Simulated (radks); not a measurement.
# O in 1s1.5 2s2 2p4.5: an all-electron calculation

One table from this session's results is given with a row withheld; the runs are named, their logs left out.

The numbers are computed with radks (a radial shooting solver on a logarithmic mesh, Libxc functionals) version 1 (scalar-relativistic Kohn-Sham, SCAN, spin-polarised, spherical densities, finite nucleus; open shells are filled with parallel spins first), except any that are marked as measured or tabulated.

## The system

| Property | Result |
| --- | --- |
| element | oxygen (Z = 8) |
| charge | 0 |
| electrons | 8 |
| configuration | 1s1.5 2s2 2p4.5 |
| nuclear rms radius | 2.6991 fm |

Set-up of the first run:

Input:

```text
Z 8
configuration 1s1.5 2s2 2p4.5
relativity scalar-relativistic
functional scan,scan
spin polarised
nucleus finite rms 2.6991 fm
c 137.035999084
```

Among the steps run: Self-consistent calculation.

One of the session's tables, all rows but one given; the rest of the session is left out.

It belongs to the step «Shells». From the orbitals of this run (lengths in bohr):

| level | <r> | outermost maximum (interpolated) | 90 % within |
| --- | --- | --- | --- |
| 1s up | 0.1950 | 0.127 | 0.348 |
| 1s down | 0.1964 | 0.128 | 0.351 |
| 2s up | 1.079 | 0.830 | 1.73 |
| 2s down | ? | ? | ? |
| 2p up | 1.124 | 0.750 | 1.95 |
| 2p down | 1.245 | 0.794 | 2.20 |

Estimate the missing values for 2s down.

**Answer.** <r>: 1.122; outermost maximum (interpolated): 0.850; 90 % within: 1.81. In the column «<r>» it lies between 2s up (1.079) and 2p up (1.124).
